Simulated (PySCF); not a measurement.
FCSSeH, in a box:

```xyz
5
Lattice="12.0000 0.0000 0.0000 0.0000 11.0000 0.0000 0.0000 0.0000 12.0000" Properties=species:S:1:pos:R:3 pbc="T T T"
F     5.1986    5.1098    7.3529
C     5.6119    5.3289    6.1105
S     7.1660    6.0690    6.0326
Se    4.6529    4.8989    4.7056
H     7.3731    6.1430    7.3624
```

Base run:

```yaml
Program: PySCF 2.14.0
Functional: rSCAN
Potentials_or_basis: def2-svp (all-electron)
k_mesh: 1 × 1 × 1
Occupations: fixed
Spin: no spin polarisation
```

Its results: gap between the frontier levels 2.91 eV.

Q: The run is repeated on the same cell with these changes: functional from rSCAN to SVWN5. What comes out?

A: Gap between the frontier levels 2.59 eV.

rSCAN gives the wider gap, since meta-GGAs in the generalised Kohn-Sham scheme recover part of the derivative discontinuity.

Caveats: this is a molecule in a periodic box at the Γ point, so its band gap is the HOMO-LUMO gap; relativity is left out, which matters for the heavier elements; the basis of atomic orbitals isn't converged, which shifts pressures, moduli and gaps.

